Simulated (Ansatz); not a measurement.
## Molecular dynamics of NaLaMgTeO₆

The input (input.yaml):

```yaml
crystal:
  lattice:
    - [1.626344, 2.853862, 4.674978]
    - [1.626344, -2.853862, 4.674978]
    - [9.883948, 0.0, 0.0]
  atoms:
    - { symbol: Na, position: [0.41709744, 0.31398659, 0.88615751] }
    - { symbol: La, position: [0.12576265, 0.10936045, 0.63215422] }
    - { symbol: Mg, position: [-0.00741368, -0.00908322, 1.00242828] }
    - { symbol: Te, position: [0.25410257, 0.26002834, 0.25464328] }
    - { symbol: O, position: [0.45206604, 0.90829784, 0.36421173] }
    - { symbol: O, position: [0.57529535, 0.20518293, 0.1098288] }
    - { symbol: O, position: [0.05166398, 0.61388248, 0.1281006] }
    - { symbol: O, position: [0.93565966, 0.34721342, 0.41042162] }
    - { symbol: O, position: [0.15300649, 0.09065497, 0.15138806] }
    - { symbol: O, position: [0.36921457, 0.46757863, 0.33168931] }
    - { symbol: Na, position: [0.93104711, 0.80771965, 0.33792317] }
    - { symbol: La, position: [0.59251981, 0.6411267, 0.11918862] }
    - { symbol: Mg, position: [0.49928892, 0.49265072, 0.49940985] }
    - { symbol: Te, position: [0.76522299, 0.75088651, 0.73840926] }
    - { symbol: O, position: [0.94421828, 0.39218613, 0.85290058] }
    - { symbol: O, position: [0.06888665, 0.67302608, 0.58487641] }
    - { symbol: O, position: [0.56974992, 0.13167752, 0.64069766] }
    - { symbol: O, position: [0.43929289, 0.85230861, 0.89691685] }
    - { symbol: O, position: [0.58908208, 0.6188643, 0.66074119] }
    - { symbol: O, position: [0.91366678, 0.88640529, 0.8490205] }
basis:
  ecutwfc: 420.0
kpoints:
  mp_grid: { grid: [2, 2, 1] }
hamiltonian:
  xc: pbesol
scf:
  occupations: { method: fermi_dirac, width: 0.05 }
  lower_state_search: "off"
md:
  timestep: 1
  n_steps: 310
  ensemble: nve
  temperature: 650.0
  initial_velocities: maxwell_boltzmann
  seed: 551363
```

Command:

```bash
$ ansatz run input.yaml --threads 1 --pin off --max-ram 3072MiB --backend cpu --events-out ev --progress --plain --runs-dir out
```

It goes on from the last frame of an earlier run, with new velocities.

Output, in part (step lines):

```
md step     0: t =     0.00 fs  T =   650.0 K  F+E_penalty+E_count = -39643.92340384 eV  E_kin = 1.596361 eV  conserved = -39642.32704285 eV  (10 SCF iters)
md step     1: t =     1.00 fs  T =   655.6 K  F+E_penalty+E_count = -39643.93722667 eV  E_kin = 1.610175 eV  conserved = -39642.32705129 eV  (8 SCF iters)
md step     2: t =     2.00 fs  T =   658.3 K  F+E_penalty+E_count = -39643.94383095 eV  E_kin = 1.616790 eV  conserved = -39642.32704096 eV  (8 SCF iters)
md step     3: t =     3.00 fs  T =   658.1 K  F+E_penalty+E_count = -39643.94336095 eV  E_kin = 1.616347 eV  conserved = -39642.32701414 eV  (8 SCF iters)
md step     4: t =     4.00 fs  T =   655.3 K  F+E_penalty+E_count = -39643.93622893 eV  E_kin = 1.609255 eV  conserved = -39642.32697388 eV  (8 SCF iters)
md step     5: t =     5.00 fs  T =   649.9 K  F+E_penalty+E_count = -39643.92306770 eV  E_kin = 1.596144 eV  conserved = -39642.32692360 eV  (3 SCF iters)
md step     6: t =     6.00 fs  T =   642.4 K  F+E_penalty+E_count = -39643.90467547 eV  E_kin = 1.577808 eV  conserved = -39642.32686738 eV  (3 SCF iters)
md step     7: t =     7.00 fs  T =   633.2 K  F+E_penalty+E_count = -39643.88195729 eV  E_kin = 1.555148 eV  conserved = -39642.32680905 eV  (3 SCF iters)
[... lines left out ...]
md step   310: t =   310.00 fs  T =   319.7 K  F+E_penalty+E_count = -39643.11120839 eV  E_kin = 0.785063 eV  conserved = -39642.32614570 eV  (8 SCF iters)
```

The steps, from the saved trajectory:

| time (fs) | T (K) | potential energy less start (eV) | conserved less start (meV/atom) |
| --- | --- | --- | --- |
| 0.0 | 650 | 0.000 | 0.00 |
| 10.0 | 599 | 0.126 | 0.02 |
| 20.0 | 494 | 0.382 | 0.03 |
| 30.0 | 440 | 0.516 | 0.02 |
| 40.0 | 440 | 0.517 | 0.03 |
| 50.0 | 557 | 0.229 | 0.01 |
| 60.0 | 569 | 0.200 | 0.02 |
| 70.0 | 526 | 0.306 | 0.04 |
| 80.0 | 602 | 0.117 | 0.01 |
| 90.0 | 559 | 0.223 | 0.02 |
| 100.0 | 518 | 0.325 | 0.02 |
| 110.0 | 478 | 0.422 | 0.02 |
| 120.0 | 392 | 0.635 | 0.04 |
| 130.0 | 483 | 0.411 | 0.02 |
| 140.0 | 538 | 0.276 | 0.01 |
| 150.0 | 455 | 0.479 | 0.02 |
| 160.0 | 368 | 0.693 | 0.03 |
| 170.0 | 355 | 0.725 | 0.03 |
| 180.0 | 413 | 0.582 | 0.03 |
| 190.0 | 558 | 0.226 | 0.01 |
| 200.0 | 614 | 0.088 | 0.02 |
| 210.0 | 610 | 0.100 | 0.02 |
| 220.0 | 602 | 0.119 | 0.01 |
| 230.0 | 503 | 0.361 | 0.04 |
| 240.0 | 538 | 0.276 | 0.02 |
| 250.0 | 576 | 0.183 | 0.01 |
| 260.0 | 493 | 0.387 | 0.04 |
| 270.0 | 532 | 0.290 | 0.01 |
| 280.0 | 494 | 0.383 | 0.03 |
| 290.0 | 474 | 0.433 | 0.01 |
| 300.0 | 366 | 0.699 | 0.03 |
| 310.0 | 320 | 0.812 | 0.04 |

All steps were run. The conserved energy stayed within 0.05 meV per atom of its start (net change 0.045 meV per atom), so the integration is sound. A run of 0.31 ps of so small a system gives no equilibrium averages. Limits of this set-up: coarse k mesh.

Mean squared displacements from the first frame to the last, about the centre of mass: Na 0.11 Å², La 0.03 Å², Mg 0.05 Å², Te 0.01 Å², O 0.21 Å².

Last frame:

```xyz
20
Lattice="1.6263 2.8539 4.6750 1.6263 -2.8539 4.6750 9.8839 0.0000 0.0000" Properties=species:S:1:pos:R:3
Na 9.848 0.365 3.434
La 6.638 -0.026 1.304
Mg 9.798 0.149 0.069
Te 3.331 -0.024 2.331
O 6.170 -1.642 6.108
O 2.322 1.376 3.230
O 2.205 -1.315 3.406
O 5.655 1.307 6.005
O 1.831 0.042 1.022
O 4.478 -0.243 3.800
Na 6.004 -0.062 8.018
La 3.263 -0.169 5.787
Mg 6.736 -0.044 4.715
Te 9.848 0.092 7.035
O 10.854 1.448 5.970
O 7.003 -1.228 3.114
O 7.002 1.674 3.265
O 10.901 -1.284 6.206
O 8.621 0.103 5.383
O 10.979 0.317 8.597
```

Run time: 17 min on 1 thread of Arm Neoverse V2 (shared host), peak memory 0.69 GiB.
